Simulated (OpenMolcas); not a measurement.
**One shape, several levels: CH3Cl2Si (SMILES [CH2][SiH](Cl)Cl)**

Wanted: a comparison of 5 runs (U-r2SCAN/6-31G*, U-revPBE/6-31G*, UB3LYP/6-31G*, UPBE/6-31G*, USVWN5/6-31G*) of CH3Cl2Si. 

The results are computed with OpenMolcas 26.06.

1 further run of the same task is left out (set aside as unsound or not needed).

**1. The molecule**

The species is CH3Cl2Si (7 atoms), meant as a doublet with charge 0. SMILES: `[CH2][SiH](Cl)Cl`. The shape is that of a PBE0-D4/def2-TZVP optimisation. This is one conformer, not always the lowest.

Bond lengths: C1–Si2 1.823 Å, Si2–Cl3 2.049 Å, Si2–Cl4 2.049 Å, C1–H5 1.085 Å, C1–H6 1.085 Å, Si2–H7 1.475 Å. Angles: C1–Si2–Cl3 110.0°, C1–Si2–Cl4 110.0°, Cl3–Si2–Cl4 107.9°, C1–Si2–H7 112.5°, Cl3–Si2–H7 108.1°, Cl4–Si2–H7 108.2°, Si2–C1–H5 122.1°, Si2–C1–H6 122.1°, H5–C1–H6 115.8°.

**2. A single-point energy at U-r2SCAN/6-31G(d) (spherical functions) (run 1)**

File geom.xyz:

```xyz
7

C     -0.692700     0.892600     0.197500
Si     0.466300    -0.499500    -0.003900
Cl     1.593800    -0.235400    -1.694300
Cl    -0.574000    -2.252500    -0.209200
H     -1.447700     1.127200    -0.545500
H     -0.668800     1.540600     1.067500
H      1.384500    -0.641000     1.142000
```

File calc.input:

```
* CH3Cl2Si Kohn-Sham DFT

&GATEWAY
 BasLib=$CurrDir
 Coord=geom.xyz
 Basis=6-31Gs
 Group=NoSym

&SEWARD
 GridInput
 Grid=UltraFine
 End of Grid

&SCF
 UHF
 Spin=2
 KSDFT=2
 1.0 MGGA_X_R2SCAN
 1.0 MGGA_C_R2SCAN
 Thresholds=1e-10 1e-07 1e-07 1e-05
 PrOrbitals=1 2
```

The basis set 6-31G* is read from a file made from the Basis Set Exchange's data (not shown).

On the command line:

```
$ export MOLCAS_MEM=1860
$ pymolcas calc.input > calc.log
```

The log of the run:

```text
--- Start Module: gateway ---
[...]
--- Stop Module: gateway /rc=_RC_ALL_IS_WELL_ ---
--- Start Module: seward ---
[...]
      Basis functions           74
--- Stop Module: seward /rc=_RC_ALL_IS_WELL_ ---
[...]
--- Start Module: scf ---
[...]
       Convergence after  16 Iterations
[...]
::    Total KS-DFT energy                           -1249.6813396613
[...]
      Total spin, S                                     0.5027053255
[...]
      Total electronic charge=   57.000000
      Total            charge=   -0.000000
[...]
      Dipole Moment (debye):
      Origin of the operator (angstrom)=    0.3511   -0.7811   -0.5545
                   X= -7.3423E-01               Y=  1.8177E+00               Z=  1.3933E+00           Total=  2.4051E+00
      Quadrupole Moment (debye*angstrom):
[...]
--- Stop Module: scf /rc=_RC_ALL_IS_WELL_ ---
[...]
```

Wall time 74 s (1 thread of Arm Neoverse N1, shared host); peak memory 0.43 GiB.

**3. Energy and gradient at U-revPBE/6-31G(d) (spherical functions) (run 2)**

File job.inp:

```
* CH3Cl2Si Kohn-Sham DFT

&GATEWAY
  BASLIB = $CurrDir
  COORD
  7
  angstrom
  C       -0.692700       0.892600       0.197500
  Si       0.466300      -0.499500      -0.003900
  Cl       1.593800      -0.235400      -1.694300
  Cl      -0.574000      -2.252500      -0.209200
  H       -1.447700       1.127200      -0.545500
  H       -0.668800       1.540600       1.067500
  H        1.384500      -0.641000       1.142000
  BASIS = 6-31Gs
  GROUP = NoSym

&SEWARD
  GRIDINPUT
  Grid=UltraFine
  End of Grid

&SCF
  UHF
  SPIN = 2
  KSDFT = revPBE
  THRESHOLDS = 1e-10 1e-07 1e-07 1e-05
  PRORBITALS = 1 2

&ALASKA
```

The basis set 6-31G* is read from a file made from the Basis Set Exchange's data (not shown).

On the command line:

```
$ export MOLCAS_MEM=1860
$ pymolcas job.inp > job.log
```

The log of the run:

```text
--- Start Module: gateway ---
[...]
--- Stop Module: gateway /rc=_RC_ALL_IS_WELL_ ---
[...]
      Basis functions           74
[...]
--- Start Module: scf ---
[...]
       Convergence after  15 Iterations
[...]
::    Total KS-DFT energy                           -1249.5388217050
[...]
      Total spin, S                                     0.5016821840
[...]
      Total electronic charge=   57.000000
      Total            charge=   -0.000000
[...]
      Dipole Moment (debye):
      Origin of the operator (angstrom)=    0.3511   -0.7811   -0.5545
                   X= -7.2579E-01               Y=  1.7360E+00               Z=  1.2943E+00           Total=  2.2837E+00
      Quadrupole Moment (debye*angstrom):
[...]
--- Stop Module: scf /rc=_RC_ALL_IS_WELL_ ---
[...]
--- Start Module: alaska ---
[...]
 *              Molecular gradients               *
 **************************************************
  Irreducible representation: a
 ------------------------------------------------------------------------------------------
                              X                       Y                       Z
 ------------------------------------------------------------------------------------------
  C1                1.32238227255055E-03   -1.77782032317531E-03   -5.62393614186085E-04
  SI2              -1.98141498148230E-03   -2.02417888469686E-03   -5.67580532461065E-03
  CL3              -8.66620212455871E-03   -2.34662533250951E-03    1.15853413360689E-02
  CL4               7.41216433139869E-03    1.25977368803980E-02    5.57163654663406E-04
  H5                5.50247884654054E-03   -2.12995344354905E-03    4.88452838873199E-03
  H6                1.45838725471498E-04   -4.82902695092324E-03   -6.04416623306925E-03
  H7               -3.73524707000517E-03    5.09868054303697E-04   -4.74466820769948E-03
 ------------------------------------------------------------------------------------------
--- Stop Module: alaska /rc=_RC_ALL_IS_WELL_ ---
[...]
```

Run time: 55 s. Hardware: 1 thread of Arm Neoverse N1, shared host; peak memory 0.43 GiB.

Run 3 isn't shown in full; the table further down has it.

**4. Energy and forces at UPBE/6-31G(d) (spherical functions) (run 4)**

File job.input:

```
* CH3Cl2Si Kohn-Sham DFT
&GATEWAY
BasLib=$CurrDir
Coord
7
angstrom
C       -0.692700       0.892600       0.197500
Si       0.466300      -0.499500      -0.003900
Cl       1.593800      -0.235400      -1.694300
Cl      -0.574000      -2.252500      -0.209200
H       -1.447700       1.127200      -0.545500
H       -0.668800       1.540600       1.067500
H        1.384500      -0.641000       1.142000
Basis=6-31Gs
Group=NoSym
&SEWARD
GridInput
Grid=UltraFine
End of Grid
&SCF
UHF
Spin=2
KSDFT=PBE
Thresholds=1e-10 1e-07 1e-07 1e-05
PrOrbitals=1 2
&ALASKA
```

The basis set 6-31G* is read from a file made from the Basis Set Exchange's data (not shown).

On the command line:

```
$ export MOLCAS_MEM=1860
$ pymolcas job.input > job.log
```

The log of the run:

```text
--- Start Module: gateway ---
[...]
--- Stop Module: gateway /rc=_RC_ALL_IS_WELL_ ---
[...]
      Basis functions           74
[...]
--- Start Module: scf ---
[...]
       Convergence after  16 Iterations
[...]
::    Total KS-DFT energy                           -1249.1955923300
[...]
      Total spin, S                                     0.5015464915
[...]
      Total electronic charge=   57.000000
      Total            charge=   -0.000000
[...]
      Dipole Moment (debye):
      Origin of the operator (angstrom)=    0.3511   -0.7811   -0.5545
                   X= -7.2795E-01               Y=  1.7360E+00               Z=  1.2910E+00           Total=  2.2826E+00
      Quadrupole Moment (debye*angstrom):
[...]
--- Stop Module: scf /rc=_RC_ALL_IS_WELL_ ---
[...]
--- Start Module: alaska ---
[...]
 *              Molecular gradients               *
 **************************************************
  Irreducible representation: a
 ------------------------------------------------------------------------------------------
                              X                       Y                       Z
 ------------------------------------------------------------------------------------------
  C1               -3.96829468555460E-04    4.59974197623225E-04   -2.52549204073915E-05
  SI2              -4.40150567988074E-04   -2.79534728616326E-03   -4.47986838422310E-03
  CL3              -6.89067286450751E-03   -1.92106140719872E-03    9.36910125187040E-03
  CL4               6.02752649493254E-03    1.00795531357853E-02    5.05503250106787E-04
  H5                5.21743830476362E-03   -1.88135212874641E-03    4.81140267902314E-03
  H6               -1.72574975935424E-05   -4.48645640903145E-03   -5.82755374030608E-03
  H7               -3.50005440101064E-03    5.44689897812589E-04   -4.35333013595152E-03
 ------------------------------------------------------------------------------------------
--- Stop Module: alaska /rc=_RC_ALL_IS_WELL_ ---
[...]
```

Wall time 59 s (1 thread of Arm Neoverse N1, shared host); peak memory 0.43 GiB.

**5. Energy and forces at USVWN5/6-31G(d) (spherical functions) (run 5)**

File mol.inp:

```
&GATEWAY
BasLib=$CurrDir
Coord
7
angstrom
C       -0.692700       0.892600       0.197500
Si       0.466300      -0.499500      -0.003900
Cl       1.593800      -0.235400      -1.694300
Cl      -0.574000      -2.252500      -0.209200
H       -1.447700       1.127200      -0.545500
H       -0.668800       1.540600       1.067500
H        1.384500      -0.641000       1.142000
Basis=6-31Gs
Group=NoSym
&SEWARD
GridInput
Grid=UltraFine
End of Grid
&SCF
UHF
Spin=2
KSDFT=SVWN5
Thresholds=1e-10 1e-07 1e-07 1e-05
PrOrbitals=0
&ALASKA
```

The basis set 6-31G* is read from a file made from the Basis Set Exchange's data (not shown).

On the command line:

```
$ export MOLCAS_MEM=1860
$ pymolcas mol.inp > mol.log
```

The log of the run:

```text
--- Start Module: gateway ---
[...]
--- Stop Module: gateway /rc=_RC_ALL_IS_WELL_ ---
[...]
      Basis functions           74
[...]
--- Start Module: scf ---
[...]
       Convergence after  17 Iterations
[...]
::    Total KS-DFT energy                           -1245.2658670409
[...]
      Total spin, S                                     0.5011139622
[...]
      Total electronic charge=   57.000000
      Total            charge=   -0.000000
[...]
      Dipole Moment (debye):
      Origin of the operator (angstrom)=    0.3511   -0.7811   -0.5545
                   X= -7.3652E-01               Y=  1.7495E+00               Z=  1.2956E+00           Total=  2.2982E+00
      Quadrupole Moment (debye*angstrom):
[...]
--- Stop Module: scf /rc=_RC_ALL_IS_WELL_ ---
[...]
--- Start Module: alaska ---
[...]
 *              Molecular gradients               *
 **************************************************
  Irreducible representation: a
 ------------------------------------------------------------------------------------------
                              X                       Y                       Z
 ------------------------------------------------------------------------------------------
  C1               -6.76155766636377E-03    8.59245916571005E-03    1.73957425909954E-03
  SI2               4.62458965695856E-03   -4.65041184521464E-03    3.54578495869617E-04
  CL3              -2.01413588767352E-03   -7.48268903348226E-04    3.08502085159290E-03
  CL4               2.09971108157525E-03    3.05396172548456E-03    2.46864083058629E-04
  H5                6.37988907914622E-03   -1.84415259383086E-03    6.47548730761605E-03
  H6               -5.17714407173853E-04   -5.22512905028449E-03   -7.47660754311452E-03
  H7               -3.81078185640815E-03    8.21541501518863E-04   -4.42491745412710E-03
 ------------------------------------------------------------------------------------------
--- Stop Module: alaska /rc=_RC_ALL_IS_WELL_ ---
[...]
```

Wall time 40 s (1 thread of Arm Neoverse N1, shared host); peak memory 0.43 GiB.

**6. All runs side by side**

```csv
run,level,task,energy (Eh),dipole moment (D),HOMO energy (eV),LUMO energy (eV),wall time
1,U-r2SCAN/6-31G* (spherical functions),energy,-1249.681340,2.41,-6.74,-3.51,74 s
2,U-revPBE/6-31G* (spherical functions),gradient,-1249.538822,2.28,-6.16,-3.91,55 s
3,UB3LYP/6-31G* (spherical functions),gradient,-1249.832661,2.38,-7.23,-3.24,60 s
4,UPBE/6-31G* (spherical functions),gradient,-1249.195592,2.28,-6.19,-4.06,59 s
5,USVWN5/6-31G* (spherical functions),gradient,-1245.265867,2.30,-6.15,-4.62,40 s
```

**7. What came out**

```
                                 quantity           value
                      run 5: total energy  -1245.26587 Eh
                     run 5: dipole moment          2.30 D
run 5: HOMO energy (highest over α and β)        -6.15 eV
 run 5: LUMO energy (lowest over α and β)        -4.62 eV
                              run 5: ⟨S²⟩           0.752
          run 5: largest force on an atom      0.569 eV/Å
```

What this shows: The dipole moment (its size) runs from 2.28 D (UPBE/6-31G*) to 2.41 D (U-r2SCAN/6-31G*). Totals of different functionals can't be ranked against each other. All runs together took 4.8 min, the longest 74 s.
